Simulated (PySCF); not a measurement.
# HoO(OH): other functionals and bases at one geometry

The task here is to estimate one member of a computed series from the others.

Computed with PySCF 2.14.0. Level: several levels, as the steps say, no spin–orbit coupling.

1 further run of the same task is left out (for a known fault of the program).

**The starting structure**

4 atoms, charge 0, spin multiplicity 1.

Bond lengths: Ho1–O2 1.826 Å, Ho1–O3 2.046 Å, O3–H4 0.960 Å. Angles: O2–Ho1–O3 112.0°, Ho1–O3–H4 139.4°.

Coordinates:

```xyz
4

Ho   -0.01589   -0.04248   -0.41352
O     1.23924    0.03032    0.91128
O    -1.91992    0.02334    0.33116
H    -2.37016    0.07758    1.17698
```

Formal oxidation states: Ho +3. Each metal's 10 4f electrons lie in its core potential, so multiplicities, spins and levels count the valence alone. An earlier session relaxed this geometry at PBE0, Ho lcecp-1-SVP with ECP56, O def2-SVP, H def2-SVP (singlet, point group Cs).

At PBE0 on the finer grid: E = -188.487670 Eh, HOMO -6.28 eV, LUMO -2.14 eV, Mulliken charge on Ho1 +0.79 e, largest force component 0.009 eV/Å. 

Levels to run: CAM-B3LYP; wB97X; PBE0, TZVP. Hardware: 2 threads of AMD EPYC 7B13 (Zen 3), shared host.

The first run:

run.py (the lines that set the calculation) reads:

```python
mol = gto.M(atom='''
Ho    -0.01589    -0.04248    -0.41352
O      1.23924     0.03032     0.91128
O     -1.91992     0.02334     0.33116
H     -2.37016     0.07758     1.17698''',
    basis={'Ho': 'lcecp-1-SVP', 'O': 'def2-SVP', 'H': 'def2-SVP'},
    ecp={'Ho': 'lcecp-1-SVP'},
    charge=0, spin=0)
mf = dft.RKS(mol, xc='CAMB3LYP')
mf.grids.atom_grid = (75, 302)  # f atoms: unpruned, at least (60, 302)
mf = mf.density_fit()  # fitting sets: Ho AutoAux, O def2-universal-JKFIT, H def2-universal-JKFIT
mf.conv_tol = 1e-08; mf.max_cycle = 55
mf.kernel(dm0)  # dm0: the density of the relaxed state
```

The run is started by

```sh
$ OMP_NUM_THREADS=2 python run.py
```

Among the steps run: CAM-B3LYP; wB97X; PBE0, TZVP.

One table of the session follows, with a row left open; its other results are not shown here.

| level | HOMO (eV) | gap (eV) | charge on Ho1 (e) | dipole (D) | largest force component (eV/Å) |
| --- | --- | --- | --- | --- | --- |
| PBE0 (relaxed here) | -6.28 | 4.15 | 0.79 | 6.17 | 0.01 |
| CAM-B3LYP | ? | ? | ? | ? | ? |
| wB97X | -8.55 | 8.17 | 0.80 | 6.58 | 0.25 |
| PBE0, TZVP | -6.29 | 4.14 | 1.24 | 6.45 | 0.28 |

Estimate the missing values for CAM-B3LYP.

As computed: HOMO (eV): -7.61; gap (eV): 6.06; charge on Ho1 (e): 0.77; dipole (D): 6.40; largest force component (eV/Å): 0.08. In the column «HOMO (eV)» it lies between wB97X (-8.55) and PBE0, TZVP (-6.29).

In one basis the HOMO–LUMO gap runs from 4.15 eV (PBE0) to 8.17 eV (wB97X). The largest leftover force, 0.28 eV/Å with PBE0, TZVP, stands at a geometry relaxed at another level. With 4f in the core, its levels are missing from HOMO and gap, and its count is fixed, so no charge can pass from the ligands into it. Total energies of different levels can't be compared.
